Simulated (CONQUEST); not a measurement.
# AgAu in CONQUEST: density of states with LDA

Aim: the density of states of AgAu with LDA.

Everything below comes from runs of CONQUEST 1.3. Logs are shortened: lines on timing, memory, paths and dates and some standing lists are left out, and cuts for length are marked.

**1. The cell of the first run**

The cell holds a slab with vacuum, 12 atoms: a = 2.915 Å, b = 5.049 Å, c = 26.827 Å, α = 90.00°, β = 90.00°, γ = 90.00°.

**2. Density of states, LDA (the (0 0 1) slab of AgAu, cut from the database cell, not relaxed)**

Contents of Conquest_input:

```
IO.Title AgAu
IO.Coordinates coords.dat
IO.FractionalAtomicCoords F
IO.Iprint 2
IO.Iprint_init 1
General.NumberOfSpecies 2
General.PseudopotentialType hamann
AtomMove.TypeOfRun static
AtomMove.FullStress T
Grid.GridCutoff 100
DM.SolutionMethod diagon
Diag.MPMesh T
Diag.GammaCentred T
Diag.MPMeshX 8
Diag.MPMeshY 5
Diag.MPMeshZ 1
Diag.kT 0.00099223
minE.SCTolerance 1e-6
SC.MaxIters 100
IO.AtomChargeOutput T
SC.KerkerPreCondition T
SC.KerkerFactor 0.3
SC.LinearMixingFactor 0.3
IO.writeDOS T
IO.write_proj_DOS T
%block ChemicalSpeciesLabel
1 196.970 Au
2 107.870 Ag
%endblock
```

Contents of coords.dat:

```
    5.5088837424     0.0000000000     0.0000000000
    0.0000000000     9.5416665362     0.0000000000
    0.0000000000     0.0000000000    50.6949319496
12
  0.0000000000   6.3611110273  36.5219860291 1 T T T
  2.7544418712   1.5902777592  36.5219860291 1 T T T
  0.0000000000   3.1805555089  32.0521779871 2 T T T
  2.7544418712   7.9513887770  32.0521779871 2 T T T
  0.0000000000   0.0000000000  27.5823699958 1 T T T
  2.7544418712   4.7708332681  27.5823699958 1 T T T
  0.0000000000   6.3611110273  23.1125619538 2 T T T
  2.7544418712   1.5902777592  23.1125619538 2 T T T
  0.0000000000   3.1805555089  18.6427539625 1 T T T
  2.7544418712   7.9513887770  18.6427539625 1 T T T
  0.0000000000   0.0000000000  14.1729459205 2 T T T
  2.7544418712   4.7708332681  14.1729459205 2 T T T
```

Contents of Conquest_input (lines added for PostProcessCQ):

```
Process.Job pdos
Process.min_DOS_E -0.7783
Process.max_DOS_E 0.2217
Process.sigma_DOS 0.002
Process.n_DOS 301
Process.pDOS_l_resolved T
```

Potentials or basis: PseudoDojo NC LDA, SZP, grid cutoff 100 Ha.

Command:

```bash
$ Conquest
$ PostProcessCQ   # after the lines are added to Conquest_input
```

Standard output:

```text
Simulation cell dimensions:     5.5089 a0 x     9.5417 a0 x    50.6949 a0

      Atomic coordinates (a0)
         Atom         X         Y         Z  Species
            1    0.0000    6.3611   36.5220        1
            2    2.7544    1.5903   36.5220        1
            3    0.0000    3.1806   32.0522        2
            4    2.7544    7.9514   32.0522        2
            5    0.0000    0.0000   27.5824        1
            6    2.7544    4.7708   27.5824        1
            7    0.0000    6.3611   23.1126        2
            8    2.7544    1.5903   23.1126        2
            9    0.0000    3.1806   18.6428        1
           10    2.7544    7.9514   18.6428        1
           11    0.0000    0.0000   14.1729        2
           12    2.7544    4.7708   14.1729        2

         Monkhorst-Pack mesh:   8 x   5 x   1 gamma-centred
        This calculation includes non-local pseudopotentials,
         with a maximum core radius of      7.24651550

    Job title: AgAu
    Job to be run: static calculation

[... 5 lines left out ...]
      Using Fermi-Dirac smearing

    Integration grid size:     32 x   48 x  240

    Integration grid spacing:  0.172 a0 x 0.199 a0 x 0.211 a0

    Number of species:  2
    --------------------------------------------------------
    |   #  mass (au)  Charge (e)  SF Rad (a0)  NSF  Label  |
    --------------------------------------------------------
    |   1    196.970      19.000        7.393   13  Au     |
    |   2    107.870      19.000        7.604   13  Ag     |
    --------------------------------------------------------
          SCF tolerance:                 0.00000100
          SCF iterations:               100

    LibXC version:  6. 2. 2
    Using the LDA functional Slater exchange
    Using the LDA functional Perdew & Wang

           radial cut-off to be used is taken to be max PAO cut-off radius for this species:    7.030739

           greatest ang. mom. for making density from PAOs:  2

           radial cut-off to be used is taken to be max PAO cut-off radius for this species:    7.246516

           greatest ang. mom. for making density from PAOs:  2
    Minimum blocs/proc is     5760. Maximum blocs/proc is     5760
    set_atom_dens: In set_atomic_density, electrons :     228.000000000000
 matrix_size & matrix_size_padH =          156         156

    Screened ion int: energy:   -1471.126848003802 Ha

    new_SC_potl: Starting.  Tolerance:  0.10000E-05

    PulayMixSC: Starting Pulay mixing, A_up =  0.300 A_dn =  0.300
    PulayMixSC: Spin non-polarised calculation.
    PulayMixSC: with Kerker preconditioning, q0 =  0.300
          Harris-Foulkes Energy            :     -1815.139929543154949 Ha
          GroundState Energy (E-(1/2)TS)   :     -1815.140052672981710 Ha
          Free Energy (E-TS)               :     -1815.140175802808471 Ha
          DFT Total Energy                 :     -1814.892968478963212 Ha
          Total number of electrons        :       228.000000000005372
    PulayMixSC: Pulay iteration     1 residual:              0.96076E-03
          Harris-Foulkes Energy            :     -1815.098224829184574 Ha
          GroundState Energy (E-(1/2)TS)   :     -1815.098301297198304 Ha
          Free Energy (E-TS)               :     -1815.098377765212035 Ha
          DFT Total Energy                 :     -1814.943527579843703 Ha
          Total number of electrons        :       228.000052121974761
    PulayMixSC: Pulay iteration     2 residual:              0.75388E-03
          Harris-Foulkes Energy            :     -1815.024746663589895 Ha
          GroundState Energy (E-(1/2)TS)   :     -1815.024935500585570 Ha
          Free Energy (E-TS)               :     -1815.025124337581246 Ha
          DFT Total Energy                 :     -1815.018281911312670 Ha
          Total number of electrons        :       228.000207942552578
    PulayMixSC: Pulay iteration     3 residual:              0.18982E-03
          Harris-Foulkes Energy            :     -1815.022013739846670 Ha
          GroundState Energy (E-(1/2)TS)   :     -1815.022201310842775 Ha
          Free Energy (E-TS)               :     -1815.022388881839106 Ha
          DFT Total Energy                 :     -1815.019335326500823 Ha
          Total number of electrons        :       228.000187313361408
    PulayMixSC: Pulay iteration     4 residual:              0.90531E-04
          Harris-Foulkes Energy            :     -1815.021653010572663 Ha
          GroundState Energy (E-(1/2)TS)   :     -1815.021847039069826 Ha
          Free Energy (E-TS)               :     -1815.022041067566988 Ha
          DFT Total Energy                 :     -1815.019431440593962 Ha
          Total number of electrons        :       228.000160894725070
    PulayMixSC: Pulay iteration     5 residual:              0.41274E-04
          Harris-Foulkes Energy            :     -1815.021587174792103 Ha
          GroundState Energy (E-(1/2)TS)   :     -1815.021782480039064 Ha
          Free Energy (E-TS)               :     -1815.021977785286253 Ha
          DFT Total Energy                 :     -1815.019608134416558 Ha
          Total number of electrons        :       228.000173462735347
    PulayMixSC: Pulay iteration     6 residual:              0.18627E-04
          Harris-Foulkes Energy            :     -1815.021592825135031 Ha
          GroundState Energy (E-(1/2)TS)   :     -1815.021787770492665 Ha
          Free Energy (E-TS)               :     -1815.021982715850527 Ha
          DFT Total Energy                 :     -1815.019711497929165 Ha
          Total number of electrons        :       228.000173571386142
    PulayMixSC: Pulay iteration     7 residual:              0.16338E-04
          Harris-Foulkes Energy            :     -1815.021653885528394 Ha
          GroundState Energy (E-(1/2)TS)   :     -1815.021847026307341 Ha
          Free Energy (E-TS)               :     -1815.022040167086288 Ha
          DFT Total Energy                 :     -1815.020018459832954 Ha
          Total number of electrons        :       228.000171041424437
    PulayMixSC: Pulay iteration     8 residual:              0.11625E-04
          Harris-Foulkes Energy            :     -1815.021661792539135 Ha
          GroundState Energy (E-(1/2)TS)   :     -1815.021854483921743 Ha
          Free Energy (E-TS)               :     -1815.022047175304351 Ha
          DFT Total Energy                 :     -1815.020091826388125 Ha
          Total number of electrons        :       228.000170555681962
    PulayMixSC: Pulay iteration     9 residual:              0.11153E-04
          Harris-Foulkes Energy            :     -1815.021736562136539 Ha
          GroundState Energy (E-(1/2)TS)   :     -1815.021925684403868 Ha
          Free Energy (E-TS)               :     -1815.022114806671198 Ha
[... 111 lines left out ...]
          Harris-Foulkes Energy            :     -1815.021608529255218 Ha
          GroundState Energy (E-(1/2)TS)   :     -1815.021782822591149 Ha
          Free Energy (E-TS)               :     -1815.021957115927080 Ha
          DFT Total Energy                 :     -1815.021537966094911 Ha
          Total number of electrons        :       228.000166452347571
    PulayMixSC: Pulay iteration    29 residual:              0.18992E-05
          Harris-Foulkes Energy            :     -1815.021604965437064 Ha
          GroundState Energy (E-(1/2)TS)   :     -1815.021779109716817 Ha
          Free Energy (E-TS)               :     -1815.021953253996344 Ha
          DFT Total Energy                 :     -1815.021537777867252 Ha
          Total number of electrons        :       228.000167892746845
    PulayMixSC: Pulay iteration    30 residual:              0.18313E-05
          Harris-Foulkes Energy            :     -1815.021594672761012 Ha
          GroundState Energy (E-(1/2)TS)   :     -1815.021768481548179 Ha
          Free Energy (E-TS)               :     -1815.021942290335346 Ha
          DFT Total Energy                 :     -1815.021535917262327 Ha
          Total number of electrons        :       228.000174020190229
    PulayMixSC: Pulay iteration    31 residual:              0.16515E-05
          Harris-Foulkes Energy            :     -1815.021592198375856 Ha
          GroundState Energy (E-(1/2)TS)   :     -1815.021765882532691 Ha
          Free Energy (E-TS)               :     -1815.021939566689753 Ha
          DFT Total Energy                 :     -1815.021537459258752 Ha
          Total number of electrons        :       228.000173154721182
    PulayMixSC: Pulay iteration    32 residual:              0.16054E-05
          Harris-Foulkes Energy            :     -1815.021561674698205 Ha
          GroundState Energy (E-(1/2)TS)   :     -1815.021733867220064 Ha
          Free Energy (E-TS)               :     -1815.021906059741923 Ha
          DFT Total Energy                 :     -1815.021550891154220 Ha
          Total number of electrons        :       228.000176186046360
    PulayMixSC: Pulay iteration    33 residual:              0.11528E-05
          Harris-Foulkes Energy            :     -1815.021565905821717 Ha
          GroundState Energy (E-(1/2)TS)   :     -1815.021738213933759 Ha
          Free Energy (E-TS)               :     -1815.021910522045800 Ha
          DFT Total Energy                 :     -1815.021551416700504 Ha
          Total number of electrons        :       228.000171861523057
    PulayMixSC: Pulay iteration    34 residual:              0.10372E-05
          Harris-Foulkes Energy            :     -1815.021567997846887 Ha
          GroundState Energy (E-(1/2)TS)   :     -1815.021740367362099 Ha
          Free Energy (E-TS)               :     -1815.021912736877539 Ha
          DFT Total Energy                 :     -1815.021551577240643 Ha
          Total number of electrons        :       228.000170221430551
    PulayMixSC: Pulay iteration    35 residual:              0.97013E-06
    PulayMixSC: Reached SCF tolerance of  0.97013E-06 after     35 iterations
      | Number of electrons      =       228.000170
      |* band energy as 2Tr[K.H] =      -296.139668149824217 Ha
      |  screened ion-ion energy =     -1471.126848003802479 Ha
      |  Ha correction           =        13.184770658865046 Ha
      |  XC correction           =       -60.939866938849818 Ha
      | GS Energy as E-(1/2)TS   =     -1815.021740367362099 Ha
      | Free Energy as E-TS      =     -1815.021912736877539 Ha
      |* Harris-Foulkes energy   =     -1815.021567997846887 Ha
      |* DFT total energy        =     -1815.021551577240643 Ha
      |  estimated accuracy      =        -0.000016420606244 Ha
    get_E_and_F: Change in energy during last step of electronic optimisation: -0.20920E-05

    BIBLIOGRAPHY: Please consider citing the following references in the conquest.bib file

    CONQUEST:         Bowler2002pt, Miyazaki2004, Nakata2020
    Basis:            Bowler2019
    DM:               Bowler:2006xr
    Pseudopotentials: Hamann2013, Bowler2019
    XC references from LibXC:
      P. A. M. Dirac.,  Math. Proc. Cambridge Philos. Soc. 26, 376 (1930)
```

Wall time 8 min (1 thread of AMD EPYC (Zen 3), shared host); peak memory 1.2 GiB.

What came out:

```yaml
Free_energy: -49389.2623 eV
Band_gap_on_the_k_mesh: none (metal or under the smearing width)
Mulliken_charges: Au -0.06, -0.04, -0.03; Ag +0.08, +0.05, +0.00 e
```

States per cell in windows of 1 eV (zero at the Fermi level; states under -8 eV left out):
| from (eV) | total | Ag_d | Au_d | Ag_p | Au_s | Au_p | Ag_s |
| --- | --- | --- | --- | --- | --- | --- | --- |
| -8.0 | 1.55 | 0.05 | 0.10 | 0.04 | 0.98 | 0.04 | 0.33 |
| -7.0 | 10.14 | 3.24 | 3.79 | 0.18 | 1.87 | 0.22 | 0.83 |
| -6.0 | 25.17 | 12.57 | 10.11 | 0.47 | 0.53 | 0.46 | 1.03 |
| -5.0 | 34.61 | 19.19 | 13.40 | 0.58 | 0.39 | 0.59 | 0.46 |
| -4.0 | 27.06 | 13.82 | 11.77 | 0.43 | 0.38 | 0.41 | 0.24 |
| -3.0 | 25.72 | 8.98 | 15.60 | 0.22 | 0.39 | 0.29 | 0.24 |
| -2.0 | 4.02 | 0.45 | 2.05 | 0.28 | 0.42 | 0.34 | 0.48 |
| -1.0 | 3.35 | 0.31 | 0.88 | 0.59 | 0.48 | 0.51 | 0.58 |
| 0.0 | 3.44 | 0.25 | 0.53 | 0.83 | 0.52 | 0.72 | 0.59 |
| 1.0 | 3.69 | 0.20 | 0.40 | 1.20 | 0.61 | 0.81 | 0.47 |
| 2.0 | 3.34 | 0.16 | 0.26 | 1.06 | 0.61 | 0.80 | 0.46 |
| 3.0 | 2.96 | 0.12 | 0.20 | 0.79 | 0.70 | 0.71 | 0.43 |
| 4.0 | 3.64 | 0.12 | 0.17 | 1.06 | 0.73 | 0.93 | 0.64 |
| 5.0 | 3.75 | 0.09 | 0.14 | 1.07 | 0.71 | 1.02 | 0.71 |
| 6.0 | 3.79 | 0.08 | 0.10 | 1.27 | 0.44 | 1.10 | 0.81 |
| 7.0 | 3.22 | 0.05 | 0.07 | 0.98 | 0.42 | 1.03 | 0.67 |

Caveat: the atomic basis is small; Mulliken charges move with the basis; the basis of atomic orbitals isn't converged, which shifts pressures, moduli and gaps. The run has no spin-orbit coupling, so splittings on Au are missing.
